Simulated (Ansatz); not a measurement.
# C2H7GaGe: basis-set convergence

Aim: see how fast density functionals converge with the basis set for C2H7GaGe.

Method: one geometry, several basis sets; program: Ansatz 0.2.0, Gaussian basis.

The runs, in order: PBE0-D4/def2-SVP; ωB97M-V/def2-SVP; PBE0-D4/def2-QZVPP; ωB97M-V/def2-QZVPP; the functionals' def2-TZVPP values are taken from earlier runs.

## (1) Structure used throughout

The geometry comes from an earlier relaxation with PBE0-D4 in a triple-zeta def2 set; it is a stationary point, not always the lowest conformer.

SMILES `[GeH3][CH]1[CH2][GaH]1`, 11 atoms, charge 0, spin multiplicity 1.

Atoms are counted from 1 here; the program's logs count them from 0.

Bond lengths: Ge1–C2 1.927 Å, Ge1–H5 1.529 Å, Ge1–H6 1.539 Å, Ge1–H7 1.588 Å, C2–C3 1.364 Å, C2–Ga4 2.573 Å, C2–H8 1.083 Å, C3–Ga4 2.400 Å, C3–H9 1.087 Å, C3–H10 1.086 Å, Ga4–H11 1.663 Å. Angles: C2–Ge1–H5 114.8°, C2–Ge1–H6 112.6°, C2–Ge1–H7 100.4°, H5–Ge1–H6 111.4°, H5–Ge1–H7 112.2°, H6–Ge1–H7 104.6°, Ge1–C2–C3 117.7°, Ge1–C2–Ga4 84.2°, Ge1–C2–H8 120.8°, C3–C2–Ga4 67.2°, C3–C2–H8 120.5°, Ga4–C2–H8 108.6°, C2–C3–Ga4 81.2°, C2–C3–H9 121.8°, C2–C3–H10 121.6°, Ga4–C3–H9 106.8°, Ga4–C3–H10 94.6°, H9–C3–H10 115.2° and more.

## (2) PBE0-D4 in def2-SVP

in.yaml reads:

```yaml
crystal:
  periodic: [false, false, false]
  atoms:
    - {symbol: Ge, position_ang: [-0.865984, 1.108807, -0.233554]}
    - {symbol: C, position_ang: [-0.232186, -0.428575, 0.740195]}
    - {symbol: C, position_ang: [1.114681, -0.559439, 0.910312]}
    - {symbol: Ga, position_ang: [1.000718, -0.982772, -1.448839]}
    - {symbol: H, position_ang: [-2.336970, 1.044866, -0.646160]}
    - {symbol: H, position_ang: [-0.540075, 2.434218, 0.478324]}
    - {symbol: H, position_ang: [0.109419, 1.077865, -1.486259]}
    - {symbol: H, position_ang: [-0.899227, -1.248241, 0.978980]}
    - {symbol: H, position_ang: [1.551512, -1.444020, 1.366562]}
    - {symbol: H, position_ang: [1.784677, 0.289442, 0.814789]}
    - {symbol: H, position_ang: [-0.621165, -1.349150, -1.453751]}
basis:
  gaussian: {orbitals: def2-SVP}
hamiltonian: {xc: pbe0, dispersion: d4}
output: {orbitals: {seedname: orbitals}}
```

The runs that follow: ωB97M-V in def2-SVP; PBE0-D4 in def2-QZVPP; ωB97M-V in def2-QZVPP.

**Question.** What will the summary of the whole plan be? Wanted: PBE0-D4: double and triple zeta above quadruple; ωB97M-V: double and triple zeta above quadruple.

As calculated:

```
                                       quantity           value
PBE0-D4: double and triple zeta above quadruple  18.76, 2.52 eV
ωB97M-V: double and triple zeta above quadruple  18.82, 2.45 eV
```

**Reading.** PBE0-D4 gains 16.24 eV from double to triple zeta, then 2.52 eV more. Total energies overstate the basis error of differences, where much of it tends to cancel.
